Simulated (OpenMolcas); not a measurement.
# C3H9In (trimethylindium (TMIn)): levels of theory compared

Wanted: a comparison of 6 runs (HF/STO-3G, HF/3-21G, HF/def2-SVP, B2PLYP/def2-SVP, r2SCAN/def2-SVP, CCSD(T)/def2-SVP) of C3H9In (trimethylindium (TMIn)). 

The results are computed with OpenMolcas 26.06.

## (1) Starting point

C3H9In has 13 atoms, charge 0, and is taken as a singlet. SMILES: `[CH3][In]([CH3])[CH3]`. The C1–H5 distance was set to 1.964 Å, away from the relaxed value. At this shape a bond of the SMILES string is far longer than usual.

Bond lengths: C1–In2 2.164 Å, In2–C3 2.164 Å, In2–C4 2.164 Å, C1–H6 1.094 Å, C1–H7 1.091 Å, C3–H8 1.091 Å, C3–H9 1.091 Å, C3–H10 1.094 Å, C4–H11 1.091 Å, C4–H12 1.094 Å, C4–H13 1.091 Å. Some angles: C1–In2–C3 120.0°, C1–In2–C4 120.1°, C3–In2–C4 119.9°, In2–C1–H6 109.3°, In2–C1–H7 111.3°, In2–C3–H8 111.3°, In2–C3–H9 111.4°, In2–C3–H10 109.2°, In2–C4–H11 111.4°, In2–C4–H12 109.3°.

## (2) A single-point energy at HF/STO-3G (run 1)

run.input reads:

```
&GATEWAY
BasLib
$CurrDir
Coord
13
bohr
C     -2.21980837     2.52812474    -1.78027319
In    -1.24830017    -1.06462257    -0.08726755
C      1.52468395    -1.22581620     2.91342856
C     -3.07094101    -4.49428651    -1.36528933
H      0.62247579     4.90950847    -1.61325919
H     -3.80472167     3.36243883    -0.74886067
H     -2.79674175     2.29965685    -3.74653322
H      1.14881742    -2.79353300     4.19882027
H      1.57268299     0.53370779     3.98735992
H      3.39910329    -1.51702300     2.09253153
H     -3.63426837    -4.35387986    -3.34364361
H     -4.77566295    -4.82045324    -0.24298099
H     -1.83770574    -6.12984447    -1.12699487
Basis
STO-3G
Group
NoSym
&SEWARD
&SCF
Thresholds
1e-10 1e-07 1e-07 1e-05
PrOrbitals
1 1
```

The basis set STO-3G is read from a file made from the Basis Set Exchange's data (not shown).

Launch:

```
$ export MOLCAS_MEM=1860
$ pymolcas run.input > run.log
```

Standard output:

```text
--- Start Module: gateway ---
[...]
--- Stop Module: gateway /rc=_RC_ALL_IS_WELL_ ---
--- Start Module: seward ---
[...]
      Basis functions           51
--- Stop Module: seward /rc=_RC_ALL_IS_WELL_ ---
--- Start Module: scf ---
[...]
       Convergence after  12 Iterations
[...]
::    Total SCF energy                              -5800.1424741757
[...]
      Total spin, S                                     0.0000000000
[...]
      Total electronic charge=   76.000000
      Total            charge=   -0.000000
[...]
      Dipole Moment (debye):
      Origin of the operator (angstrom)=   -0.6576   -0.5597   -0.0442
                   X= -8.0853E-01               Y= -8.3668E-01               Z= -2.9035E-02           Total=  1.1639E+00
      Quadrupole Moment (debye*angstrom):
[...]
--- Stop Module: scf /rc=_RC_ALL_IS_WELL_ ---
[...]
```

Wall time 1.6 s (1 thread of Intel Xeon 6975P-C (Granite Rapids), shared host); peak memory 0.38 GiB.

## (3) The energy at HF/3-21G (run 2)

job.inp reads:

```
>>> EXPORT MOLCAS_PRINT=2

&GATEWAY
 BASLIB
 $CurrDir
 COORD
 13
 angstrom
 C       -1.174672       1.337826      -0.942080
 In      -0.660572      -0.563374      -0.046180
 C        0.806828      -0.648674       1.541720
 C       -1.625072      -2.378274      -0.722480
 H        0.329400       2.598000      -0.853700
 H       -2.013372       1.779326      -0.396280
 H       -1.479972       1.216926      -1.982580
 H        0.607928      -1.478274       2.221920
 H        0.832228       0.282426       2.110020
 H        1.798728      -0.802774       1.107320
 H       -1.923172      -2.303974      -1.769380
 H       -2.527172      -2.550874      -0.128580
 H       -0.972472      -3.243774      -0.596380
 BASIS
 3-21G
 GROUP
 NoSym

&SEWARD

&SCF
 THRESHOLDS
 1e-10 1e-07 1e-07 1e-05
 PRORBITALS
 1 2
```

The basis set 3-21G is read from a file made from the Basis Set Exchange's data (not shown).

Launch:

```
$ export MOLCAS_MEM=1860
$ pymolcas job.inp > job.log
```

Standard output:

```text
--- Start Module: gateway ---
[...]
--- Stop Module: gateway /rc=_RC_ALL_IS_WELL_ ---
--- Start Module: seward ---
[...]
      Basis functions           76
--- Stop Module: seward /rc=_RC_ALL_IS_WELL_ ---
[...]
--- Start Module: scf ---
[...]
       Convergence after  13 Iterations
[...]
::    Total SCF energy                              -5832.7795072157
[...]
      Total spin, S                                     0.0000000000
[...]
      Total electronic charge=   76.000000
      Total            charge=   -0.000000
[...]
      Dipole Moment (debye):
      Origin of the operator (angstrom)=   -0.6576   -0.5597   -0.0442
                   X= -1.1573E+00               Y= -1.1350E+00               Z= -1.9644E-02           Total=  1.6211E+00
      Quadrupole Moment (debye*angstrom):
[...]
--- Stop Module: scf /rc=_RC_ALL_IS_WELL_ ---
[...]
```

Wall time 3.3 s (1 thread of Intel Xeon 6975P-C (Granite Rapids), shared host); peak memory 0.43 GiB.

Run 3 isn't shown in full; the table further down has it.

## (4) The energy at B2PLYP/def2-SVP (core potential) (run 4)

geom.xyz reads:

```xyz
13

C     -1.174672     1.337826    -0.942080
In    -0.660572    -0.563374    -0.046180
C      0.806828    -0.648674     1.541720
C     -1.625072    -2.378274    -0.722480
H      0.329400     2.598000    -0.853700
H     -2.013372     1.779326    -0.396280
H     -1.479972     1.216926    -1.982580
H      0.607928    -1.478274     2.221920
H      0.832228     0.282426     2.110020
H      1.798728    -0.802774     1.107320
H     -1.923172    -2.303974    -1.769380
H     -2.527172    -2.550874    -0.128580
H     -0.972472    -3.243774    -0.596380
```

job.inp reads:

```
* C3H9In Kohn-Sham DFT
>>> EXPORT MOLCAS_PRINT=2
&GATEWAY
BasLib=$CurrDir
Coord=geom.xyz
Basis=def2-SVP
Group=NoSym
&SEWARD
GridInput
Grid=UltraFine
End of Grid
&SCF
KSDFT=B2PLYP_SCF
Thresholds=1e-10 1e-07 1e-07 1e-05
PrOrbitals=1 1
&MBPT2
Frozen=7
```

The basis set def2-SVP is read from a file made from the Basis Set Exchange's data (not shown).

Launch:

```
$ export MOLCAS_MEM=1860
$ pymolcas job.inp > job.log
```

Standard output:

```text
--- Start Module: gateway ---
[...]
--- Stop Module: gateway /rc=_RC_ALL_IS_WELL_ ---
[...]
      Basis functions          113
[...]
--- Start Module: scf ---
[...]
       Convergence after  14 Iterations
[...]
::    Total KS-DFT energy                            -309.0110882933
[...]
      Total spin, S                                     0.0000000000
[...]
      Total electronic charge=   48.000000
      Total            charge=   -0.000000
[...]
      Dipole Moment (debye):
      Origin of the operator (angstrom)=   -0.6576   -0.5597   -0.0442
                   X= -9.4185E-01               Y= -1.1772E+00               Z=  6.2418E-02           Total=  1.5089E+00
      Quadrupole Moment (debye*angstrom):
[...]
--- Stop Module: scf /rc=_RC_ALL_IS_WELL_ ---
[...]
--- Start Module: mbpt2 ---
[...]
 ###    WARNING: MP2 implementation intended for RHF references only         ###
 ###############################################################################
MBPT2 WARNING: Reference function according to RunFile:KS-DFT
I'll assume you know what you're doing and continue
WARNING!
Default frozen orbitals as non valence orbitals is overwritten by user input.
Default values:   3
[...]
       Reference weight ( Cref**2 )         =        0.73359
::    Total MBPT2 energy                             -309.6942685406
[...]
      Total MBPT2 calculations                           0.54      0.60
--- Stop Module: mbpt2 /rc=_RC_ALL_IS_WELL_ ---
[...]
```

It took 32 s on 1 thread of Intel Xeon 6975P-C (Granite Rapids), shared host; peak memory 0.68 GiB.

Run 5 isn't shown in full; the table further down has it.

## (5) The energy at CCSD(T)/def2-SVP (Cholesky decomposition, core potential) (run 6)

test.input reads:

```
>>> EXPORT MOLCAS_PRINT=2
&GATEWAY
BasLib = $CurrDir
Coord
13
angstrom
C       -1.174672       1.337826      -0.942080
In      -0.660572      -0.563374      -0.046180
C        0.806828      -0.648674       1.541720
C       -1.625072      -2.378274      -0.722480
H        0.329400       2.598000      -0.853700
H       -2.013372       1.779326      -0.396280
H       -1.479972       1.216926      -1.982580
H        0.607928      -1.478274       2.221920
H        0.832228       0.282426       2.110020
H        1.798728      -0.802774       1.107320
H       -1.923172      -2.303974      -1.769380
H       -2.527172      -2.550874      -0.128580
H       -0.972472      -3.243774      -0.596380
Basis = def2-SVP
Group = NoSym
&SEWARD
High
&SCF
Thresholds = 1e-10 1e-07 1e-07 1e-05
PrOrbitals = 1
&CHCC
Frozen = 7
Threshold = 1e-08
MaxIterations = 80
&CHT3
Frozen = 7
```

The basis set def2-SVP is read from a file made from the Basis Set Exchange's data (not shown).

Launch:

```
$ export MOLCAS_MEM=1860
$ pymolcas test.input > test.log
```

Standard output:

```text
--- Start Module: gateway ---
[...]
--- Stop Module: gateway /rc=_RC_ALL_IS_WELL_ ---
[...]
      Basis functions          113
[...]
       Convergence after  14 Iterations
[...]
::    Total SCF energy                               -307.7951195985
[...]
      Total spin, S                                     0.0000000000
[...]
      Total electronic charge=   48.000000
      Total            charge=   -0.000000
[...]
      Dipole Moment (debye):
      Origin of the operator (angstrom)=   -0.6576   -0.5597   -0.0442
                   X= -1.1789E+00               Y= -1.4012E+00               Z=  5.8307E-02           Total=  1.8321E+00
      Quadrupole Moment (debye*angstrom):
[...]
--- Start Module: chcc ---
[...]
--- Stop Module: chcc /rc=_RC_ALL_IS_WELL_ ---
[...]
--- Start Module: cht3 ---
[...]
--- Stop Module: cht3 /rc=_RC_ALL_IS_WELL_ ---
[...]
```

It took 9.9 min on 1 thread of Intel Xeon 6975P-C (Granite Rapids), shared host; peak memory 0.32 GiB.

## (6) The series

```csv
run,level,frozen core orbitals,integration grid,energy (Eh),dipole moment (D) of the reference,HOMO energy (eV),LUMO energy (eV),wall time
1,HF/STO-3G,–,–,-5800.142474,1.16,-6.72,5.72,1.6 s
2,HF/3-21G,–,–,-5832.779507,1.62,-9.12,1.63,3.3 s
3,HF/def2-SVP (core potential),–,–,-307.795120,1.83,-9.31,1.40,11 s
4,B2PLYP/def2-SVP (core potential),7,UltraFine,-309.195547,1.51,-7.80,-0.39,32 s
5,r2SCAN/def2-SVP (core potential),–,UltraFine,-309.616640,1.32,-6.08,-2.34,45 s
6,"CCSD(T)/def2-SVP (Cholesky decomposition, core potential)",7,–,-308.428820,1.83,-9.31,1.40,9.9 min
```

## (7) Outcome

```
                                          quantity          value
                               run 6: total energy  -308.42882 Eh
         run 6: dipole moment (mean-field density)         1.83 D
        run 6: HOMO energy (Hartree–Fock orbitals)       -9.31 eV
        run 6: LUMO energy (Hartree–Fock orbitals)        1.40 eV
      run 6: HOMO–LUMO gap (Hartree–Fock orbitals)       10.71 eV
run 6: correlation energy (7 core orbitals frozen)     -633.7 mEh
                             run 6: (T) correction     -21.53 mEh
```

**Reading.** Over runs 1, 2, 3, 4, 5 the dipole moment (its size) runs from 1.16 D (HF/STO-3G) to 1.83 D (HF/def2-SVP). The two ends differ in basis and core potential. Over runs 1, 2, 3, 4, 5 the HOMO–LUMO gap runs from 3.74 eV (r2SCAN/def2-SVP) to 12.45 eV (HF/STO-3G). The two ends differ in method and basis and core potential. For B2PLYP the log adds the whole second-order term; the table takes 0.27 of it, as the functional is defined. Totals of different functionals can't be ranked against each other. Some runs of one species differ in core potentials or relativity; totals across that change don't compare. In run 1 the basis is minimal, so the values are rough. In runs 1, 2 relativity is left out where basis or elements ask for it. All runs together took 11 min, the longest 9.9 min.
